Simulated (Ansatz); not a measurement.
# TiB2: how well frozen cores do

Aim: solve TiB2 at one geometry with LAPW, all electrons, PAW on the default files and datasets made for this crystal, and see where they agree.

Program: Ansatz 0.2.0. Level of theory: DFT PBEsol, scalar-relativistic. These are calculated values, not measurements.

### Step 1. The structure to begin with

It takes space group P6/mmm (No. 191, hexagonal). The conventional cell has a = 3.029 Å, b = 3.029 Å, c = 3.228 Å, α = 90.00°, β = 90.00°, γ = 120.00°. Ti (site symmetry 6/mmm) has 12 B at 2.38 Å as nearest neighbours. Around B (site symmetry -6m2) lie 3 B at 1.75 Å and 6 Ti at 2.38 Å.

Structure file:

```
Ti B
1.0
     3.02920    0.00000    0.00000
    -1.51460    2.62336    0.00000
     0.00000    0.00000    3.22840
Ti B
1 2
Direct
  0.00000 0.00000 0.00000
  0.33333 0.66667 0.50000
  0.66667 0.33333 0.50000
```

The cell comes from a crystallographic database entry that wasn't checked; take it as a given geometry, which may be far from equilibrium.

Atoms are numbered in the order of the input: Ti1, B2, B3.

### Step 2. LAPW, all electrons

The input, input.yaml:

```yaml
crystal:
  lattice:
    - [3.0291982016, 0.0, 0.0]
    - [-1.5145991008, 2.6233625957, 0.0]
    - [0.0, 0.0, 3.2284]
  atoms:
    - { symbol: Ti, position: [0.0, 0.0, 0.0] }
    - { symbol: B, position: [0.3333333333, 0.6666666667, 0.5] }
    - { symbol: B, position: [0.6666666667, 0.3333333333, 0.5] }
kpoints:
  mp_grid: { grid: [15, 15, 13] }
  band_path:
    path:
      - [0.0, 0.0, 0.0]
      - [0.5, 0.0, 0.0]
      - [0.3333333333, 0.3333333333, 0.0]
      - [0.0, 0.0, 0.0]
      - [0.0, 0.0, 0.5]
      - [0.5, 0.0, 0.5]
      - [0.3333333333, 0.3333333333, 0.5]
      - [0.0, 0.0, 0.5]
      - [0.5, 0.0, 0.5]
    npoints: 14
scf:
  occupations: { method: fermi_dirac, width: 0.08 }
hamiltonian:
  xc: pbesol
  pseudopotentials: { kind: all_electron, lapw: { basis_error: 0.001 } }
output:
  forces: true
  stress: true
  eigenvalues: true
  fatbands: true
  populations: true
  dos: { projected: true, de: 0.2, e_range: [-14, 8] }
```

Run with:

```console
> ansatz run input.yaml --threads 1 --pin off --max-ram 6144MiB --backend cpu --events-out ev --progress --plain --runs-dir out
```

The log of the run:

```text
Ti: projections on atomic orbitals take those of the free atom 1s2 2s2 2p6 3s2 3p6 3d2 4s2, of charge +0.00 (hamiltonian.pseudopotentials.projection_atoms)
B: projections on atomic orbitals take those of the free atom 1s2 2s2 2p1, of charge +0.00 (hamiltonian.pseudopotentials.projection_atoms)
LAPW: plane waves up to 9.030 Å⁻¹, error target 1.0e-3 eV per atom; small_component_spin mean_spin; B in spheres of 0.874 Å, 5 of its electrons in bands, Dirac shells []; Ti in spheres of 1.240 Å, 18 of its electrons in bands, Dirac shells []
Engine: ansatz 0.2.0
Pseudopotentials: kind: all_electron
Pseudopotential: Ti, LAPW, valence charge 18, Koelling and Harmon's equation, gaussian nucleus
Pseudopotential: B, LAPW, valence charge 5, Koelling and Harmon's equation, gaussian nucleus
Functional definition: PBEsol
  exchange = pbesol_x
  correlation = pbesol_c
Crystal: 3 atoms, lattice volume = 25.655 Å³
Basis set: ecut = 310.6916534520061 eV, 327 PW (Γ), exchange–correlation at level 2
Bands: 18, of which v1, the nominal top of the filled ones, is band 14 counted from 1 (13 counted from 0)
Symmetry: 24 space group operations
Space group: P6/mmm (ITA 191), of the structure as read, at distance tolerance 2.9e-5 Å
k-points: 189 of 2925
Non-local potential: Ti, projectors of the file, none
Non-local potential: B, projectors of the file, none
Initial density: superposition of atomic densities (chi_scale 0.1, normalization cell, long waves kept (reshape's long-wave potential 0.00 eV rms))
Initial wavefunctions: plane waves of lowest kinetic energy (no species holds an atomic orbital)
Functional: x = pbesol(κ = 0.804, μ = 0.12345679012345678), c = pbesol(β = 0.046)
iter 1 solved again at ethr=1.55e-2 eV; its pass at ethr=1.00e-1 eV (dr2=4.34e0 eV) is discarded
SCF iter   1: F=—  HF=-24558.632153 eV  |F-HF|=—  |Δ(HF+E_count)|=         —  Δρ=9.84e-2  dr2=4.35e0  ethr=1.55e-2  ⟨swp⟩=2.0  Hψ=22278  notcnv=0
preconditioner: auto → none  [metal: Δε(μ)=0.069 eV  Ē_g=9.746 eV  σ=0.080 eV  W_gap=0.21  n_scr=8 (ndim 8)  ℏωp=23.2 eV  f_vac=0.000  D(μ)=0.36/eV (n_scr^D=0)  sad-step TF]
iter 2 solved again at ethr=5.16e-4 eV; its pass at ethr=1.55e-2 eV (dr2=1.44e-1 eV) is discarded
SCF iter   2: F=—  HF=-24557.018479 eV  |F-HF|=—  |Δ(HF+E_count)|=    1.61e0  Δρ=2.19e-2  dr2=1.43e-1  ethr=5.16e-4  ⟨swp⟩=2.0  Hψ=17293  notcnv=0
SCF iter   3: F=—  HF=-24556.867380 eV  |F-HF|=—  |Δ(HF+E_count)|=         —  Δρ=8.54e-3  dr2=1.34e-2  ethr=5.12e-4  ⟨swp⟩=3.0  Hψ=10775  notcnv=0
the basis was enlarged: its passes take 54.7 KiB over the memory plan, 1 of 1 planned eigensolver slots
SCF iter   4: F=—  HF=-24556.856030 eV  |F-HF|=—  |Δ(HF+E_count)|=   1.13e-2  Δρ=2.42e-3  dr2=9.12e-4  ethr=4.77e-5  ⟨swp⟩=3.0  Hψ=9942  notcnv=0
SCF iter   5: F=—  HF=-24556.855604 eV  |F-HF|=—  |Δ(HF+E_count)|=   4.26e-4  Δρ=3.66e-4  dr2=2.53e-5  ethr=3.26e-6  ⟨swp⟩=2.7  Hψ=9681  notcnv=0
SCF iter   6: F=—  HF=-24556.855597 eV  |F-HF|=—  |Δ(HF+E_count)|=   7.14e-6  Δρ=2.98e-5  dr2=1.62e-7  ethr=9.03e-8  ⟨swp⟩=2.2  Hψ=9534  notcnv=0
SCF iter   7: F=-24556.855597 eV  HF=-24556.855597 eV  |F-HF|=2.28e-8  |Δ(HF+E_count)|=   3.56e-8  Δρ=6.59e-6  dr2=1.37e-8  ethr=5.78e-10  ⟨swp⟩=2.9  Hψ=10000  notcnv=0
SCF 1 converged in 7 iterations: F = -24556.855597 eV  dr2 = 1.37e-8
NSCF: frozen V_eff on 113 k-points
SCF converged after 7 iterations
Free energy (F): -24556.855597 eV
Harris-Foulkes:  -24556.855597 eV  (|F-HF|=2.28e-8)
Internal energy: -24556.847565 eV  (E = F + TS)
E sigma→0 (E₀):  -24556.851581 eV
Entropy (-TS):   -0.008032 eV (-2.677 meV/atom)
Fermi energy:    15.545939 eV
--- Per-component energies (eV) ---
  E_band       = -3246.225959
  E_kinetic    = 24767.780517
  E_xc         = -1339.735347
  E_electrostatic = -47984.892735  (all electrons and nuclei)
  E_smearing   = -0.008032  (= −TS)
  E_closure    = 0.000000  (closes the sum)
  E_atoms      = -24532.065373  (free atoms, spherical and without spin; not in F)
  Σ components = -24556.855597   (vs F -24556.855597, Δ=0.00e0)
  Basis errors (estimates in eV, not in F): energy 3.9e-4 per atom: plane waves 3.6e-4 (1.9e-4 summed), levels above the bands 3.4e-28, relativity 6.2e-9, radial functions 3.8e-5, core shells 1.6e-7; eigenvalues (radial functions only) 3.6e-6; not estimated: angular momenta, meshes, grids; target (lapw.basis_error) 1.0e-3; muffin-tin radii B 0.874 Å, Ti 1.240 Å
--- Forces (eV/Å), atoms counted from 1 ---
  atom   1  Ti     0.00000000    -0.00000000     0.00000000
  atom   2  B      0.00000000    -0.00000000     0.00000000
  atom   3  B      0.00000000     0.00000000     0.00000000
  max |Σ_I F_I| component: 3.70e-17 eV/Å
--- Stress (GPa, compression-positive) ---
       -4.236959       0.000000       0.000000
        0.000000      -4.236959       0.000000
        0.000000       0.000000      -6.998114
  P = ⅓ Tr σ = -5.1573 GPa (-51.573 kbar)
--- Band table (eV; the first three rows and the last of 189) ---
  k-point 0: bands = ["-422.5737", "-422.5367", "-422.5367", "-156.3292", "-156.3117", "-41.1359", "-17.6045", "-17.2861", "-17.2861", "2.0552", "12.9344", "12.9344", "13.2246", "13.3832", "17.4378", "17.4378", "19.2172", "19.2172"]
  k-point 1: bands = ["-422.5737", "-422.5367", "-422.5367", "-156.3292", "-156.3117", "-41.1351", "-17.6164", "-17.2852", "-17.2852", "2.1348", "12.3182", "12.9969", "12.9969", "14.2072", "17.2316", "17.2316", "19.0784", "19.0784"]
  k-point 2: bands = ["-422.5737", "-422.5367", "-422.5367", "-156.3292", "-156.3117", "-41.1327", "-17.6495", "-17.2825", "-17.2825", "2.3665", "11.2866", "13.1832", "13.1832", "15.0158", "16.7682", "16.7682", "18.6873", "18.6873"]
  k-point 188: bands = ["-422.5737", "-422.5367", "-422.5367", "-156.3204", "-156.3204", "-41.0587", "-17.6983", "-17.5455", "-17.5455", "6.9999", "6.9999", "9.7850", "12.3816", "12.3816", "18.0531", "19.6866", "19.6866", "20.1851"]
--- Löwdin populations: 3 sites ---
  site symbol       q [e]
     0     Ti     21.1335
     1      B      5.4155
     2      B      5.4155
  spilling = 0.001111 (of n_electrons = 32.000000)
```

Run time: 30 s. Hardware: 1 thread of Arm Neoverse V2, shared host; peak memory 0.5 GiB.

Result: pressure -5.16 GPa; no gap.

Levels at the path's labelled points, in eV from the Fermi level:

```tsv
point	band 11	band 12	band 13	band 14	band 15	band 16	band 17
Γ	-2.61	-2.61	-2.32	-2.16	1.89	1.89	3.67
M	-9.20	-3.26	-3.24	-2.30	1.33	2.76	3.23
K	-8.29	-7.38	-1.88	-1.88	1.36	1.36	1.99
Γ	-2.61	-2.61	-2.32	-2.16	1.89	1.89	3.67
A	-7.63	-0.54	-0.54	-0.20	-0.20	0.42	0.42
L	-7.54	-4.65	-3.85	-3.15	2.48	2.94	4.50
H	-8.55	-5.73	-3.18	-3.18	2.51	4.27	4.27
A	-7.63	-0.54	-0.54	-0.20	-0.20	0.42	0.42
L	-7.54	-4.65	-3.85	-3.15	2.48	2.94	4.50
```

States per cell in windows of 1 eV (zero at the Fermi level; grid of 0.20 eV, so sharp peaks spill over the borders):

```tsv
from	to	total	Ti 3d	B 2p	B 2s
-10	-9	0.62	0.10	0.22	0.27
-9	-8	0.33	0.04	0.16	0.11
-8	-7	0.62	0.09	0.35	0.16
-7	-6	0.60	0.09	0.38	0.10
-6	-5	0.85	0.14	0.60	0.07
-5	-4	1.16	0.24	0.82	0.06
-4	-3	1.75	0.48	1.19	0.03
-3	-2	1.37	0.60	0.74	0.01
-2	-1	0.93	0.65	0.25	0.01
-1	0	0.45	0.35	0.09	0.00
0	1	0.62	0.52	0.09	0.00
1	2	1.53	1.26	0.22	0.02
2	3	2.52	2.12	0.32	0.04
3	4	1.92	1.43	0.38	0.09
4	5	1.16	0.69	0.31	0.11
```

### Step 3. PAW on the default files

Edit input.yaml of step 2 so:

```diff
@@ -27,3 +27,3 @@
   xc: pbesol
-  pseudopotentials: { kind: all_electron, lapw: { basis_error: 0.001 } }
+  pseudopotentials: { kind: paw }
 output:
@@ -32,4 +32,9 @@
   eigenvalues: true
-  fatbands: true
+  efg: { contact_densities: true }
   populations: true
+  bader: true
   dos: { projected: true, de: 0.2, e_range: [-14, 8] }
+  write_density: true
+  write_potential: true
+  elf: true
+  volumetric_format: npy
```

Run with:

```console
> ansatz run input.yaml --threads 1 --pin off --max-ram 6144MiB --backend cpu --events-out ev --progress --plain --runs-dir out
```

The log of the run:

```text
[... 1 set-up line as earlier in the session ...]
Pseudopotentials: kind: paw
Pseudopotential: Ti, paw, valence charge 12, recommended cutoff 420 eV (normal)
Pseudopotential: B, paw, valence charge 3, recommended cutoff 420 eV (normal)
[... 3 set-up lines as earlier in the session ...]
Crystal: 3 atoms, lattice volume = 25.655 Å³
Basis set: ecut = 420 eV, 503 PW (Γ), exchange–correlation on 48×48×48 points (8 copies of the dense FFT grid, shifted against one another)
Bands: 13, of which v1, the nominal top of the filled ones, is band 9 counted from 1 (8 counted from 0)
[... 2 set-up lines as earlier in the session ...]
k-points: 189 of 2925
Non-local potential: Ti, projectors of the file, l = 0: 3, l = 1: 2, l = 2: 3, l = 3: 1
Non-local potential: B, projectors of the file, l = 0: 2, l = 1: 2, l = 2: 1
PAW form: soft (Blöchl's): semilocal exchange-correlation on the pseudo side does not see the compensation charge
PAW frozen core: Ti, regenerated for the run's functional, and the local potential with it (the file was generated under x = pbe(κ = 0.804, μ = 0.2195149727645171), c = pbe(β = 0.06672455060314922))
PAW frozen core: B, regenerated for the run's functional, and the local potential with it (the file was generated under x = pbe(κ = 0.804, μ = 0.2195149727645171), c = pbe(β = 0.06672455060314922))
PAW one-centre angular grid: Ti, 590 points (default); XC on 64 Gauss nodes
PAW one-centre angular grid: B, 110 points (default); XC on 64 Gauss nodes
Initial density: superposition of atomic densities (neutral atoms: chi_scale 0, normalization atom), corrected by the library's trained network
Initial wavefunctions: pseudopotential atomic-orbital guess
[... 1 set-up line as earlier in the session ...]
SCF iter   1: F=—  HF=-2782.620071 eV  |F-HF|=—  |Δ(HF+E_count)|=         —  Δρ=6.45e-3  dr2=8.61e-3  ethr=1.77e-3  ⟨swp⟩=4.4  Hψ=11969  notcnv=0
preconditioner: auto → none  [metal: Δε(μ)=0.018 eV  Ē_g=8.113 eV  σ=0.080 eV  W_gap=0.06  n_scr=8 (ndim 8)  ℏωp=23.2 eV  f_vac=0.000  D(μ)=0.38/eV (n_scr^D=0)  sad-step TF]
SCF iter   2: F=—  HF=-2782.617153 eV  |F-HF|=—  |Δ(HF+E_count)|=   2.92e-3  Δρ=3.24e-3  dr2=2.89e-3  ethr=4.79e-5  ⟨swp⟩=2.6  Hψ=5452  notcnv=0
SCF iter   3: F=—  HF=-2782.616065 eV  |F-HF|=—  |Δ(HF+E_count)|=   1.09e-3  Δρ=3.08e-4  dr2=2.45e-5  ethr=1.60e-5  ⟨swp⟩=2.1  Hψ=3481  notcnv=0
SCF iter   4: F=—  HF=-2782.616060 eV  |F-HF|=—  |Δ(HF+E_count)|=   4.98e-6  Δρ=4.89e-5  dr2=4.44e-7  ethr=1.36e-7  ⟨swp⟩=2.9  Hψ=3815  notcnv=0
iter 5 did not close the SCF: its close was put off for the readings that it lacked (scf_convergence_deferred on its scf_iter line)
SCF iter   5: F=-2782.616060 eV  HF=-2782.616060 eV  |F-HF|=6.83e-9  |Δ(HF+E_count)|=   8.98e-8  Δρ=6.75e-6  dr2=1.12e-8  ethr=2.46e-9  ⟨swp⟩=2.5  Hψ=3249  notcnv=0
SCF iter   6: F=-2782.616060 eV  HF=-2782.616060 eV  |F-HF|=7.55e-11  |Δ(HF+E_count)|=   2.98e-9  Δρ=8.93e-7  dr2=1.19e-10  ethr=6.24e-11  ⟨swp⟩=4.3  Hψ=12124  notcnv=0
SCF 1 converged in 6 iterations: F = -2782.616060 eV  dr2 = 1.19e-10
NSCF: frozen V_eff on 113 k-points
SCF converged after 6 iterations
Free energy (F): -2782.616060 eV
Harris-Foulkes:  -2782.616060 eV  (|F-HF|=7.55e-11)
Internal energy: -2782.608029 eV  (E = F + TS)
E sigma→0 (E₀):  -2782.612044 eV
Entropy (-TS):   -0.008031 eV (-2.677 meV/atom)
Fermi energy:    15.089964 eV
--- Per-component energies (eV) ---
  E_band       = -93.839173
  E_kinetic    = 375.529246
  E_local      = -788.114256  (includes V_loc(G=0)·N_el)
  E_nonlocal   = 30.078923
  E_hartree    = 333.230806
  E_xc         = -164.113678
  E_vxc        = -202.269488  (∫ρ·V_xc dr)
  E_paw        = -1173.204495  (= ΣΔE_a)
  E_vpaw       = -175.525350  (= ΣTr[D̂ρ^β])
  E_aug_tail   = 0.000090  (compensation charges beyond the density's cutoff)
  E_ewald      = -1396.183471
  E_core_change = 0.168806  (= ΣΔE_core)
  E_smearing   = -0.008031  (= −TS)
  E_closure    = 0.000000  (closes the sum)
  Σ components = -2782.616060   (vs F -2782.616060, Δ=0.00e0)
--- Forces (eV/Å), atoms counted from 1 ---
  atom   1  Ti     0.00000000    -0.00000000     0.00000000
  atom   2  B     -0.00000000    -0.00000000     0.00000000
  atom   3  B     -0.00000000     0.00000000     0.00000000
  max |Σ_I F_I| component: 3.70e-17 eV/Å
--- Stress (GPa, compression-positive) ---
       -4.183440       0.000000       0.000000
        0.000000      -4.183440       0.000000
        0.000000       0.000000      -7.005953
  P = ⅓ Tr σ = -5.1243 GPa (-51.243 kbar)
--- PAW observables at the nuclei: V_zz in 10²¹ V/m², potentials from the cell's mean, atoms counted from 1 ---
  atom   1  Ti V_zz =    +2.069218   η = 0.0000   by run symmetry: allowed
            electrostatic potential = -2532.772572 V   contact ρ = 56636.543044 e/Å³
  atom   2  B  V_zz =    +0.304457   η = 0.0000   by run symmetry: allowed
            electrostatic potential = -331.396834 V   contact ρ = 481.497532 e/Å³
  atom   3  B  V_zz =    +0.304457   η = 0.0000   by run symmetry: allowed
            electrostatic potential = -331.396834 V   contact ρ = 481.497532 e/Å³
--- Band table (eV; the first three rows and the last of 189) ---
  k-point 0: bands = ["-41.5915", "-18.0596", "-17.7391", "-17.7391", "1.5978", "12.4790", "12.4790", "12.7686", "12.9269", "16.9812", "16.9812", "18.7614", "18.7614"]
  k-point 1: bands = ["-41.5906", "-18.0716", "-17.7382", "-17.7382", "1.6774", "11.8622", "12.5417", "12.5417", "13.7504", "16.7752", "16.7752", "18.6227", "18.6227"]
  k-point 2: bands = ["-41.5882", "-18.1046", "-17.7355", "-17.7355", "1.9094", "10.8309", "12.7281", "12.7281", "14.5586", "16.3119", "16.3119", "18.2318", "18.2318"]
  k-point 188: bands = ["-41.5143", "-18.1534", "-17.9986", "-17.9986", "6.5448", "6.5448", "9.3293", "11.9257", "11.9257", "17.5966", "19.2310", "19.2310", "19.7302"]
--- Löwdin populations: 3 sites ---
  site symbol       q [e]
     0     Ti     11.1501
     1      B      3.4046
     2      B      3.4046
  spilling = 0.002256 (of n_electrons = 18.000000)
--- Bader charges: 3 sites ---
  site symbol  charge [e]  shift [e]
     0     Ti      1.4133     0.0023
     1      B     -0.7067     0.0011
     2      B     -0.7066     0.0011
  estimated error of the sums over rays = 5.4e-4 e
```

It took 20 s on 1 thread of Arm Neoverse V2, shared host; peak memory 0.38 GiB.

Result: pressure -5.12 GPa; no gap; Vzz Ti1 2.07 (η = 0.00), B2 0.30 (η = 0.00) (10²¹ V/m²).

```tsv
atom	Bader charge (e)	basin volume (Å³)
Ti1	+1.41	8.66
B2	-0.71	8.50
```

Density in a lattice plane of the grid's cell (edges 3.03 and 3.03 Å, at 0.500 of the third edge), which holds B.

Ten even steps from ' ' (0.18 e/Å³) to '@' (0.84 e/Å³):
```
      ....::--++**##%%@@@@%%##**==--::..        
    ....::--==**##%%@@@@@@%%##++==--::..        
  ....::--==**##%%@@@@@@@@%%**++==--::....      
..::----++**####%%##%%%%%%##**++==--::..........
::--==++**####**++==++**####**++==--::::::::::::
==++**##%%##**==--::++##%%####++====------------
++**##%%%%##++--::--**%%@@%%##**++++========++++
##%%@@@@@@##++====**%%@@@@%%%%##**************##
%%@@@@@@@@%%****##%%@@@@@@@@%%%%%%########%%%%%%
@@@@@@@@%%%%##%%%%@@@@@@@@@@@@@@%%%%##%%%%@@@@@@
%%%%%%%%########%%%%%%@@@@@@@@%%##****%%@@@@@@@@
####**************##%%%%@@@@%%**====++##@@@@@@%%
++++++========++++**##%%@@%%**--::--++##%%%%##**
==------------====++####%%##++::--==**##%%##**++
::::::::::::::--==++**####**++==++**####**++==--
............::--==++**##%%%%%%##%%####**++----::
        ....::--==++**%%@@@@@@@@%%##**==--::....
          ..::--==++##%%@@@@@@%%##**==--::....  
          ..::--==**##%%@@@@%%##**++--::....    
        ....::==++**%%%%@@%%%%**++==::....      
```
Columns run along the first of these edges and rows up along the second, over one cell in 24 and 20 even steps from the bottom left corner. Atoms in the plane (fractional): B at (0.33, 0.67), B at (0.67, 0.33).

ELF in the same plane.

Values, 12 rows by 12 columns:
```
0.21 0.30 0.45 0.61 0.71 0.76 0.77 0.72 0.62 0.46 0.30 0.22
0.34 0.45 0.55 0.54 0.45 0.41 0.47 0.56 0.56 0.46 0.35 0.30
0.54 0.61 0.54 0.26 0.05 0.05 0.25 0.54 0.61 0.54 0.46 0.46
0.72 0.71 0.45 0.05 0.01 0.10 0.47 0.71 0.71 0.61 0.56 0.62
0.83 0.76 0.41 0.05 0.10 0.42 0.77 0.81 0.71 0.54 0.56 0.72
0.86 0.77 0.47 0.25 0.47 0.77 0.86 0.77 0.47 0.25 0.47 0.77
0.83 0.72 0.56 0.54 0.71 0.81 0.77 0.42 0.10 0.05 0.41 0.76
0.72 0.62 0.56 0.61 0.71 0.71 0.47 0.10 0.01 0.05 0.45 0.71
0.54 0.46 0.46 0.54 0.61 0.54 0.25 0.05 0.05 0.26 0.54 0.61
0.34 0.30 0.35 0.46 0.56 0.56 0.47 0.41 0.45 0.54 0.55 0.45
0.21 0.22 0.30 0.46 0.62 0.72 0.77 0.76 0.71 0.61 0.45 0.30
0.16 0.21 0.34 0.54 0.72 0.83 0.86 0.83 0.72 0.54 0.34 0.21
```
Columns run along the first of these edges and rows up along the second, over one cell in 12 and 12 even steps from the bottom left corner. Atoms in the plane (fractional): B at (0.33, 0.67), B at (0.67, 0.33).

Both are smooth fields of the valence electrons: close to the nuclei they are not physical.

Outside the cores ELF peaks at 0.86 on the B–B line, 0.9 Å from B.

### Step 4. Datasets made for this crystal

Edit input.yaml of step 3 so:

```diff
@@ -22,3 +22,3 @@
       - [0.5, 0.0, 0.5]
-    npoints: 14
+    npoints: 8
 scf:
@@ -27,3 +27,3 @@
   xc: pbesol
-  pseudopotentials: { kind: paw }
+  pseudopotentials: { kind: all_electron, datasets: crystal }
 output:
@@ -33,8 +33 @@
   efg: { contact_densities: true }
-  populations: true
-  bader: true
-  dos: { projected: true, de: 0.2, e_range: [-14, 8] }
-  write_density: true
-  write_potential: true
-  elf: true
-  volumetric_format: npy
```

Run with:

```console
> ansatz run input.yaml --threads 1 --pin off --max-ram 6144MiB --backend cpu --events-out ev --progress --plain --runs-dir out
```

The log of the run, cut to the lines that bear on the results:

```text
[...]
[... 1 set-up line as earlier in the session ...]
Pseudopotential: Ti, paw, valence charge 12, recommended cutoff 360 eV (normal), Koelling and Harmon's equation, gaussian nucleus
Pseudopotential: B, paw, valence charge 3, recommended cutoff 360 eV (normal), Koelling and Harmon's equation, gaussian nucleus
[... 1 set-up line as earlier in the session ...]
[...]
Crystal: 3 atoms, lattice volume = 25.655 Å³
Basis set: ecut = 360 eV, 393 PW (Γ), exchange–correlation on 40×40×40 points (8 copies of the dense FFT grid, shifted against one another)
Bands: 9, of which v1, the nominal top of the filled ones, is band 5 counted from 1 (4 counted from 0)
[... 2 set-up lines as earlier in the session ...]
k-points: 189 of 2925
[...]
  It holds what live shells' own plane waves past their cutoff add
--- PAW observables at the nuclei: V_zz in 10²¹ V/m², potentials from the cell's mean, atoms counted from 1 ---
  atom   1  Ti V_zz =    +2.154163   η = 0.0000   by run symmetry: allowed
            electrostatic potential = -2531.297996 V   contact ρ = 56683.523055 e/Å³
  atom   2  B  V_zz =    +0.335286   η = 0.0000   by run symmetry: allowed
            electrostatic potential = -330.633916 V   contact ρ = 481.521072 e/Å³
  atom   3  B  V_zz =    +0.335286   η = 0.0000   by run symmetry: allowed
            electrostatic potential = -330.633916 V   contact ρ = 481.521072 e/Å³
--- Band table (eV; the first three rows and the last of 189) ---
  k-point 0: bands = ["2.0552", "12.9343", "12.9343", "13.2246", "13.3833", "17.4378", "17.4378", "19.2169", "19.2169"]
[...]
  guard bands above this table: 0 of the run's 9 bands, where the rule asks 2: the bands that hold charge and the lowest empty level above them stay in the table. A level can be missing at the table's top as with no guard band: raise scf.n_extra_bands
```

It took 18 s on 1 thread of Arm Neoverse V2, shared host; peak memory 0.6 GiB.

In short: pressure -5.15 GPa; no gap; Vzz Ti1 2.15 (η = 0.00), B2 0.34 (η = 0.00) (10²¹ V/m²).

```tsv
atom	contact density (e/Å³)
Ti1	56683.52
B2	481.5211
```

### Step 5. Comparison

| method | pressure (GPa) | Vzz Ti1 (10²¹ V/m²) | Vzz B2 (10²¹ V/m²) | SCF cycles, all passes |
| --- | --- | --- | --- | --- |
| LAPW | -5.16 | – | – | 7 |
| PAW | -5.12 | 2.07 | 0.30 | 6 |
| crystal datasets | -5.15 | 2.15 | 0.34 | 10 |

### Step 6. What came out

| quantity | value |
| --- | --- |
| pressure | LAPW -5.16, PAW -5.12, crystal datasets -5.15 GPa |
| gap (LAPW) | none |
| Bader charges (PAW) | Ti1 +1.41, B2 -0.71 e |
| highest ELF (PAW) | 0.86, 0.88 Å from B |

**Reading.** The pressure of -5.2 GPa pushes the cell to shrink, with the atoms held in place. There is no gap at this level: the crystal is a metal or semimetal here, or the functional closes a real gap. Within 0.3 eV of the Fermi level the largest projected share is Ti 3d (84 %). The projection holds only the free atom's occupied shells (Ti 4s, Ti 3d, B 2s, B 2p in this range). The field gradient at Ti1, the largest by crystal datasets, is 2.07 by PAW and 2.15 by crystal datasets (10²¹ V/m²), within 5 %. In pressure, PAW differs from LAPW by +0.03 GPa.
